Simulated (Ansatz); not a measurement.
**I on Ag (Silver) (111)**

An exercise on one series of results from a longer session: the logs are not shown, and one member is left open.

Program: Ansatz 0.2.0. Level of theory: DFT PBE+D3(BJ), scalar-relativistic, plane waves, PAW. These are calculated values, not measurements.

## The structure to begin with

The structure is cubic, space group Fm-3m (No. 225). The conventional cell has a = 4.073 Å, b = 4.073 Å, c = 4.073 Å, α = 90.00°, β = 90.00°, γ = 90.00°. Around Ag (site symmetry m-3m) lie 12 Ag at 2.88 Å.

As a file:

```
CELL_PARAMETERS angstrom
0.00000 2.03669 2.03669
2.03669 0.00000 2.03669
2.03669 2.03669 0.00000
ATOMIC_POSITIONS crystal
Ag 0.00000 0.00000 0.00000
```

This cell was relaxed beforehand with the same method: volume 16.90 Å³/atom, gap on the mesh none (metal).

A (111) slab, 7.1 Å thick as cut, with 17 Å of vacuum; its outer planes are Ag (top) and Ag (bottom).

The slab as cut. Layers, bottom to top:

| plane | atoms per cell | height over the lowest (Å) |
| --- | --- | --- |
| 1 | Ag3 | 0.00 |
| 2 | Ag3 | 2.35 |
| 3 | Ag3 | 4.70 |
| 4 | Ag3 | 7.06 |

The first run:

Miller indices refer to the conventional cell of the relaxed bulk, Fm-3m (No. 225): a = 4.073 Å, b = 4.073 Å, c = 4.073 Å, α = 90.00°, β = 90.00°, γ = 90.00°.

Input file input.yaml:

```yaml
crystal:
  lattice:
    - [4.9888483875, 0.0, 0.0]
    - [-2.4944241938, 4.3204694392, 0.0]
    - [0.0, 0.0, 24.0552970503]
  atoms:
    - { symbol: Ag, position: [0.0, 0.3333333333, 0.353352527] }
    - { symbol: Ag, position: [0.3333333333, 0.0, 0.353352527] }
    - { symbol: Ag, position: [0.6666666667, 0.6666666667, 0.353352527] }
    - { symbol: Ag, position: [0.3333333333, 0.3333333333, 0.451117509] }
    - { symbol: Ag, position: [0.6666666667, 0.0, 0.451117509] }
    - { symbol: Ag, position: [0.0, 0.6666666667, 0.451117509] }
    - { symbol: Ag, position: [0.6666666667, 0.3333333333, 0.548882491] }
    - { symbol: Ag, position: [0.0, 0.0, 0.548882491] }
    - { symbol: Ag, position: [0.3333333333, 0.6666666667, 0.548882491] }
    - { symbol: Ag, position: [0.0, 0.3333333333, 0.646647473] }
    - { symbol: Ag, position: [0.3333333333, 0.0, 0.646647473] }
    - { symbol: Ag, position: [0.6666666667, 0.6666666667, 0.646647473] }
basis:
  ecutwfc: 420
kpoints:
  mp_grid: { grid: [6, 6, 1] }
hamiltonian:
  xc: pbe
  dispersion: d3bj
scf:
  occupations: { method: gaussian, width: 0.1 }
output:
  forces: true
  eigenvalues: true
  write_density: true
  write_potential: true
  elf: true
  volumetric_format: npy
relax:
  adjacent_minimum: "off"
  f_tol: 0.03
  max_steps: 70
  constraints: [{ sites: [0, 1, 2, 3, 4, 5] }]
efield:
  axis: 3
  dipole_correction: true
```

On the command line:

```bash
ansatz run input.yaml --threads 4 --pin off --max-ram 10240MiB --backend cpu --events-out ev --progress --plain --runs-dir out
```

Steps of the session up to this table: The clean surface, relaxed; I put at a top (Ag) site; I put at a hollow (nearest Ag) site; I put at a bridge (Ag-Ag) site; I at the hollow (nearest Ag) site.

One of the session's tables, all rows but one given; the rest of the session is left out.

It belongs to the step «Adsorption of I: the sites compared». 

| start | E_ads (eV) | height (Å) | Δφ, top (eV) | Δ dipole (e·Å) |
| --- | --- | --- | --- | --- |
| top (Ag) at (0.33, 0.00) | ? | ? | ? | ? |
| hollow (nearest Ag) at (0.00, 0.67) | -2.98 | 2.32 | +0.49 | -0.067 |
| bridge (Ag-Ag) at (0.00, 0.83) | -2.91 | 2.31 | +0.56 | -0.077 |
| hollow (nearest Ag) at (0.33, 0.67) | -2.98 | 2.33 | +0.51 | -0.071 |

Q: Estimate the row for top (Ag) at (0.33, 0.00) from the others.

**Answer.** E_ads (eV): -2.60; height (Å): 2.48; Δφ, top (eV): +0.99; Δ dipole (e·Å): -0.129. In the column «E_ads (eV)» it is the highest.

To keep in mind: A start on a symmetric site keeps its symmetry, so an end may be a saddle point and not a minimum. Spin polarisation is off in the runs that give these values; a magnetic solution could lie lower. Warnings in the runs' records: xc potential rough in thin density.
